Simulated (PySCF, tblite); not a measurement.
# C₅H₁₃B₃OSi: geometry, infrared bands and NMR shifts

Wanted: the infrared bands and NMR shifts of C₅H₁₃B₃OSi (`BOB(C#C[SiH3])CB(C)C`), by calculation.

The runs use tblite 0.8.0 and PySCF 2.14.0, with density-fitted response routines of our own; the level of theory stands in each step. All values are computed, except where a source is named. Atoms are numbered from 0 throughout.

## (1) The starting structure

23 atoms, charge 0, multiplicity 1; geometry from: force field or distance geometry start.

Bonds of the start (Å): B0–O1 1.47, O1–B2 1.48, B2–C3 1.52, C3–C4 1.21, C4–Si5 1.84, B2–C6 1.56, C6–B7 1.60, B7–C8 1.61, B7–C9 1.61, B0–H10 1.20, B0–H11 1.18, Si5–H12 1.47, Si5–H13 1.49, Si5–H14 1.46, C6–H15 1.09, C6–H16 1.13, C8–H17 1.11, C8–H18 1.12, C8–H19 1.11, C9–H20 1.09, C9–H21 1.11, C9–H22 1.12.

## (2) Relaxing the molecule with GFN2-xTB

The job: settings as JSON, then the geometry in Å.

```
{"job": {"kind": "relax", "xc": "GFN2-xTB", "basis": "xTB"}, "charge": 0, "multiplicity": 1}
B      1.203900     3.177200     0.143100
O      0.690400     2.096100     1.003400
B      0.535300     0.951500     0.085000
C      1.612100    -0.115500    -0.026100
C      2.478500    -0.956800    -0.095100
Si     3.819000    -2.202300    -0.234800
C     -0.855300     0.799800    -0.612600
B     -1.696200    -0.463000    -0.092600
C     -2.997000    -0.760100    -0.993300
C     -1.967300    -0.598100     1.486200
H      0.666000     4.243000     0.215700
H      2.355800     3.131600    -0.089700
H      4.854200    -1.754300    -1.173400
H      4.426200    -2.453900     1.101500
H      3.194900    -3.444000    -0.672800
H     -0.832800     0.812000    -1.699900
H     -1.494100     1.685400    -0.317100
H     -3.313200    -1.810500    -0.859000
H     -3.800700    -0.031000    -0.711400
H     -2.750400    -0.523300    -2.044600
H     -2.365000    -1.582000     1.752100
H     -1.041400    -0.327600     2.039800
H     -2.727800     0.153000     1.805800
```

On the command line:

```sh
$ OMP_NUM_THREADS=1 python probes_run.py task.json out
```

This one command runs all jobs of the session in turn.

**Question.** This job is followed by: GFN2-xTB harmonic vibrations, gas phase; GIAO PBE0/pcSseg-1 NMR shielding, non-relativistic, gas phase. What will the session give for the following? strongest single infrared mode (GFN2-xTB); zero-point energy (GFN2-xTB); 13C shifts against TMS (PBE0/pcSseg-1, means over atoms taken as alike); 1H shifts against TMS (PBE0/pcSseg-1, means over atoms taken as alike); 11B shifts against BF3·OEt2 (PBE0/pcSseg-1); 17O shifts against H2O (PBE0/pcSseg-1); 29Si shifts against TMS (PBE0/pcSseg-1).

**Answer**, as computed:

```
                                                               quantity                         value
                              strongest single infrared mode (GFN2-xTB)          795 cm⁻¹, 534 km/mol
                                           zero-point energy (GFN2-xTB)                104.4 kcal/mol
13C shifts against TMS (PBE0/pcSseg-1, means over atoms taken as alike)  123.8, 113.9, 46.8, 16.6 ppm
 1H shifts against TMS (PBE0/pcSseg-1, means over atoms taken as alike)    5.49, 4.31, 2.11, 1.04 ppm
                            11B shifts against BF3·OEt2 (PBE0/pcSseg-1)          86.4, 40.1, 30.7 ppm
                                 17O shifts against H2O (PBE0/pcSseg-1)                     318.6 ppm
                                29Si shifts against TMS (PBE0/pcSseg-1)                     -99.1 ppm
```

Relaxing lowered the energy by 2.331 eV in 282 steps; the close pair that moved most is B0–O1, from 1.474 to 1.294 Å. The lowest mode is imaginary (41i cm⁻¹), so the xTB geometry is not a minimum. The strongest single mode, at 795 cm⁻¹, is spread over several atoms, H14, H13, H12, Si5 among them. Unscaled tight-binding wavenumbers are off by several per cent, some by more. Its intensities can rank the bands wrongly. At PBE0/pcSseg-1: The widest tensor belongs to C3: span 315 ppm, with a paramagnetic part of -199 ppm.
